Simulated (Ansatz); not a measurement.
Crystal: TaMo2C3.

```
CELL_PARAMETERS angstrom
3.11664 0.00000 0.00000
-1.55832 2.69909 0.00000
0.00000 0.00000 7.68632
ATOMIC_POSITIONS crystal
Ta 0.00000 0.00000 0.00000
Mo 0.66667 0.33333 0.33077
Mo 0.33333 0.66667 0.66923
C 0.66667 0.33333 0.83208
C 0.33333 0.66667 0.16792
C 0.00000 0.00000 0.50000
```

The cell comes from a database or a generator and needn't be the stable form of this composition.

```yaml
Program: Ansatz 0.2.0
Task: single point
Functional: PBE
Potentials_or_basis: Ansatz PAW
Cutoff: "420 eV (not typed: the program's choice for these potentials)"
k_mesh: 10 × 10 × 4
Occupations: fermi-dirac, width 0.05 eV
Spin: no spin polarisation
```

On this cell: pressure -2.8 GPa; largest force 0.071 eV/Å; band gap on the k mesh none (metal or under the smearing width).

The same run follows on a disturbed copy (atoms moved at random, drawn with an rms of 0.05 Å):

```
CELL_PARAMETERS angstrom
3.11664 0.00000 0.00000
-1.55832 2.69909 0.00000
0.00000 0.00000 7.68632
ATOMIC_POSITIONS crystal
Ta 0.98833 0.97848 0.00187
Mo 0.68113 0.34611 0.33050
Mo 0.34543 0.66955 0.67153
C 0.65303 0.34414 0.83638
C 0.34322 0.65935 0.16683
C 0.00524 0.99406 0.49434
```

Question: What does the disturbed cell give?

Answer: The energy (extrapolated to zero smearing) moves by +19.1 meV/atom; pressure -1.7 GPa; largest force 1.439 eV/Å; band gap on the k mesh none (metal or under the smearing width).

Forces on the atoms (eV/Å):
```
Ta   0.008  0.648  0.004
Mo   0.102 -0.248 -0.038
Mo  -0.376  0.112 -0.243
C    0.985 -0.833 -0.638
C   -0.609  0.072  0.249
C   -0.109  0.250  0.666
```

Stress tensor (GPa, compression positive):
```
-1.90  0.36 -0.29
 0.36 -1.17  0.12
-0.29  0.12 -1.88
```
